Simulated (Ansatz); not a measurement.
# SiO2 (Cristobalite): the cost of one run

Computed with Ansatz 0.2.0 (DFT, PBE, plane-wave PAW, default files, scalar-relativistic, as far as a step names no other, unless a step's input says otherwise).

1 further run of the same task is left out (it didn't finish).

### Step 1. The system as given

Symmetry: P4_12_12, No. 92, tetragonal system. Conventional cell: a = 4.876 Å, b = 4.876 Å, c = 6.716 Å, α = 90.00°, β = 90.00°, γ = 90.00°. Si (site symmetry 2) is surrounded by 4 O at 1.60 to 1.61 Å. O (site symmetry 1) is surrounded by 2 Si at 1.60 to 1.61 Å.

Coordinates:

```
Si O
1.0
     4.87570    0.00000    0.00000
     0.00000    4.87570    0.00000
     0.00000    0.00000    6.71630
Si O
4 8
Direct
  0.31250 0.31250 0.00000
  0.18750 0.81250 0.25000
  0.68750 0.68750 0.50000
  0.81250 0.18750 0.75000
  0.23560 0.12690 0.19040
  0.37310 0.73560 0.44040
  0.76440 0.87310 0.69040
  0.62690 0.26440 0.94040
  0.73560 0.37310 0.55960
  0.87310 0.76440 0.30960
  0.26440 0.62690 0.05960
  0.12690 0.23560 0.80960
```

### Step 2. Gradients at the starting positions

Input file input.yaml:

```yaml
crystal:
  lattice:
    - [4.8757, 0.0, 0.0]
    - [0.0, 4.8757, 0.0]
    - [0.0, 0.0, 6.7163]
  atoms:
    - { symbol: Si, position: [0.3125, 0.3125, 0.0] }
    - { symbol: Si, position: [0.1875, 0.8125, 0.25] }
    - { symbol: Si, position: [0.6875, 0.6875, 0.5] }
    - { symbol: Si, position: [0.8125, 0.1875, 0.75] }
    - { symbol: O, position: [0.2356, 0.1269, 0.1904] }
    - { symbol: O, position: [0.3731, 0.7356, 0.4404] }
    - { symbol: O, position: [0.7644, 0.8731, 0.6904] }
    - { symbol: O, position: [0.6269, 0.2644, 0.9404] }
    - { symbol: O, position: [0.7356, 0.3731, 0.5596] }
    - { symbol: O, position: [0.8731, 0.7644, 0.3096] }
    - { symbol: O, position: [0.2644, 0.6269, 0.0596] }
    - { symbol: O, position: [0.1269, 0.2356, 0.8096] }
kpoints:
  mp_grid: { grid: [5, 5, 4] }
scf:
  occupations: { method: fermi_dirac, width: 0.02 }
hamiltonian:
  xc: pbe
  pseudopotentials: { kind: paw }
output:
  forces: true
  stress: true
  populations: true
  efg: { quadrupole_moments_barn: { O: -0.02558 }, contact_densities: true }
  write_density: true
  write_potential: true
  elf: true
  volumetric_format: npy
```

The run is started by

```sh
$ ansatz run input.yaml --threads 1 --pin off --max-ram 2560MiB --backend cpu --events-out ev --progress --plain --runs-dir out
```

What time and memory should one allow on 1 thread of an x86-64 CPU, shared host?

About 6.4 s, with a peak of 0.46 GiB.
